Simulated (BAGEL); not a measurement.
# HF/cc-pVDZ (density fitting with cc-pvqz-jkfit) run of SiCNCl2F (SMILES N#C[Si](F)(Cl)Cl)

What is the energy change on altering one bond length of SiCNCl2F at HF/cc-pVDZ (density fitting with cc-pvqz-jkfit)? 

The calculation is run with BAGEL 1.2.2.

5 further runs of the same task are left out: 5 that didn't finish.

## Step 1: The molecule

SiCNCl2F: 6 atoms, total charge 0, spin state singlet. SMILES: `N#C[Si](F)(Cl)Cl`. Geometry: relaxed at PBE0-D4/def2-TZVP.

Bond lengths: N1–C2 1.151 Å, C2–Si3 1.830 Å, Si3–F4 1.572 Å, Si3–Cl5 2.006 Å, Si3–Cl6 2.006 Å. Angles: N1–C2–Si3 179.1°, C2–Si3–F4 107.4°, C2–Si3–Cl5 109.0°, C2–Si3–Cl6 109.0°, F4–Si3–Cl5 109.6°, F4–Si3–Cl6 109.6°, Cl5–Si3–Cl6 112.0°.

## Step 2: The energy at HF/cc-pVDZ (density fitting with cc-pvqz-jkfit)

input.json reads:

```json
{ "bagel": [

{
  "title": "molecule",
  "basis": "cc-pvdz.json",
  "df_basis": "cc-pvqz-jkfit",
  "angstrom": "true",
  "geometry": [
    { "atom": "N", "xyz": [       1.752600,      -1.361000,       1.114200 ] },
    { "atom": "C", "xyz": [       0.923100,      -0.763300,       0.585900 ] },
    { "atom": "Si", "xyz": [      -0.381900,       0.210300,      -0.249400 ] },
    { "atom": "F", "xyz": [      -1.471500,      -0.801900,      -0.758800 ] },
    { "atom": "Cl", "xyz": [       0.422900,       1.177100,      -1.812500 ] },
    { "atom": "Cl", "xyz": [      -1.203100,       1.474700,       1.074300 ] }
  ]
},

{ "title": "hf" },

{ "title": "print", "file": "orbitals.molden", "orbitals": "true" }

]}
```

The basis set cc-pVDZ is read from a file made from the Basis Set Exchange's data (not shown).

The run is started by

```console
BAGEL_NUM_THREADS=1 BAGEL input.json > input.out
```

Output:

```text
* using 1 threads per process

  ===============================================================
  ===============================================================

  *** Geometry ***

  { "atom" : "N", "xyz" : [      3.311934,     -2.571917,      2.105533 ] },
  { "atom" : "C", "xyz" : [      1.744406,     -1.442428,      1.107191 ] },
  { "atom" : "Si", "xyz" : [     -0.721686,      0.397409,     -0.471298 ] },
  { "atom" : "F", "xyz" : [     -2.780732,     -1.515371,     -1.433924 ] },
  { "atom" : "Cl", "xyz" : [      0.799165,      2.224397,     -3.425129 ] },
  { "atom" : "Cl", "xyz" : [     -2.273530,      2.786779,      2.030133 ] },

  Number of auxiliary basis functions:      762

  Since a DF basis is specified, we compute 2- and 3-index integrals:
    o Being stored without compression. Storage requirement is 0.056 GB

  Number of basis functions:       96
  Number of electrons      :       70

    * METHOD: MOLECULE                             0.92

  *** RHF ***

  === Nuclear Repulsion ===
   414.6372201205

      * DIIS with orbital gradients will be used.

  === RHF iteration (cc-pvdz.json) ===
      0      -1399.65441613          0.01385802           0.34
      1      -1399.75020792          0.01253732           0.26
      2      -1399.86258483          0.00138329           0.22
      3      -1399.86466638          0.00070513           0.22
      4      -1399.86523058          0.00012834           0.24
      5      -1399.86525133          0.00003886           0.24
      6      -1399.86525417          0.00001330           0.23
      7      -1399.86525446          0.00000312           0.22
      8      -1399.86525447          0.00000159           0.23
      9      -1399.86525447          0.00000035           0.23
     10      -1399.86525447          0.00000020           0.23
     11      -1399.86525447          0.00000008           0.25
     12      -1399.86525447          0.00000004           0.26
     13      -1399.86525447          0.00000002           0.25
     14      -1399.86525447          0.00000001           0.24
     15      -1399.86525447          0.00000001           0.25
    * SCF iteration converged.

    * Permanent dipole moment:
           (    0.425316,    -0.635996,     0.304532) a.u.

    * METHOD: HF                                   4.34

    * METHOD: PRINT                                0.02

  ===============================================================
```

It took 5.7 s on 1 thread of Intel Xeon Platinum 8488C (Sapphire Rapids), shared host; peak memory 0.22 GiB.

## Step 3: The distorted shape at the same level

job.json reads:

```json
{ "bagel" : [

{
  "title" : "molecule",
  "basis" : "cc-pvdz.json",
  "df_basis" : "cc-pvqz-jkfit",
  "angstrom" : true,
  "geometry" : [
    { "atom" : "N", "xyz" : [       1.108776,      -2.134420,       2.364648 ] },
    { "atom" : "C", "xyz" : [       0.279276,      -1.536720,       1.836348 ] },
    { "atom" : "Si", "xyz" : [      -1.025724,      -0.563120,       1.001048 ] },
    { "atom" : "F", "xyz" : [      -2.115324,      -1.575320,       0.491648 ] },
    { "atom" : "Cl", "xyz" : [       0.422900,       1.177100,      -1.812500 ] },
    { "atom" : "Cl", "xyz" : [      -1.846924,       0.701280,       2.324748 ] }
  ]
},

{ "title" : "hf" },

{ "title" : "print", "file" : "orbitals.molden", "orbitals" : true }

]}
```

The basis set cc-pVDZ is read from a file made from the Basis Set Exchange's data (not shown).

The run is started by

```console
BAGEL_NUM_THREADS=1 BAGEL job.json > job.out
```

Output:

```text
* using 1 threads per process

  ===============================================================
  ===============================================================

  *** Geometry ***

  { "atom" : "N", "xyz" : [      2.095283,     -4.033469,      4.468537 ] },
  { "atom" : "C", "xyz" : [      0.527755,     -2.903980,      3.470195 ] },
  { "atom" : "Si", "xyz" : [     -1.938337,     -1.064143,      1.891707 ] },
  { "atom" : "F", "xyz" : [     -3.997383,     -2.976923,      0.929080 ] },
  { "atom" : "Cl", "xyz" : [      0.799165,      2.224397,     -3.425129 ] },
  { "atom" : "Cl", "xyz" : [     -3.490181,      1.325227,      4.393137 ] },

  Number of auxiliary basis functions:      762

  Since a DF basis is specified, we compute 2- and 3-index integrals:
    o Being stored without compression. Storage requirement is 0.056 GB

  Number of basis functions:       96
  Number of electrons      :       70

    * METHOD: MOLECULE                             1.03

  *** RHF ***

  === Nuclear Repulsion ===
   354.7787169820

      * DIIS with orbital gradients will be used.

  === RHF iteration (cc-pvdz.json) ===
      0      -1399.35366244          0.01618633           0.24
      1      -1399.37242699          0.01865777           0.23
      2      -1399.66789080          0.00199384           0.22
      3      -1399.67312412          0.00085034           0.22
      4      -1399.67446590          0.00022107           0.26
      5      -1399.67456092          0.00007219           0.22
      6      -1399.67457190          0.00003242           0.23
      7      -1399.67457413          0.00001461           0.25
      8      -1399.67457461          0.00000794           0.23
      9      -1399.67457471          0.00000385           0.23
     10      -1399.67457474          0.00000231           0.22
     11      -1399.67457476          0.00000144           0.23
     12      -1399.67457476          0.00000088           0.29
     13      -1399.67457476          0.00000042           0.30
     14      -1399.67457477          0.00000026           0.22
     15      -1399.67457477          0.00000015           0.22
     16      -1399.67457477          0.00000008           0.21
     17      -1399.67457477          0.00000006           0.23
     18      -1399.67457477          0.00000004           0.22
     19      -1399.67457477          0.00000003           0.21
     20      -1399.67457477          0.00000001           0.23
     21      -1399.67457477          0.00000001           0.23
    * SCF iteration converged.

    * Permanent dipole moment:
           (    1.350696,     0.568884,    -1.910133) a.u.

    * METHOD: HF                                   5.52

    * METHOD: PRINT                                0.03

  ===============================================================
```

Wall time 6.9 s (1 thread of Intel Xeon Platinum 8488C (Sapphire Rapids), shared host); peak memory 0.22 GiB.

## Step 4: What came out

At HF/cc-pVDZ (density fitting with cc-pvqz-jkfit):

| quantity | value |
| --- | --- |
| first shape: total energy | -1399.86525 Eh |
| first shape: dipole moment | 2.09 D |
| first shape: HOMO energy | -13.45 eV |
| first shape: LUMO energy | 2.57 eV |
| first shape: HOMO–LUMO gap | 16.01 eV |
| distorted shape: total energy | -1399.67457 Eh |
| distorted shape: dipole moment | 6.12 D |
| distorted shape: HOMO energy | -10.18 eV |
| distorted shape: LUMO energy | -3.15 eV |
| distorted shape: HOMO–LUMO gap | 7.03 eV |
| energy change with the Si3–Cl5 bond stretched from 2.006 to 3.611 Å | 5.189 eV |

**Reading.** One bond (distorted shape) is far stretched, which a spin-restricted single reference describes badly; a broken-symmetry solution may lie lower. With the Si3–Cl5 bond stretched from 2.006 to 3.611 Å the energy rises by 5.19 eV (120 kcal/mol). The first shape isn't relaxed at this level, so the change isn't measured from a minimum. A restricted reference can't describe the breaking bond well at this length.
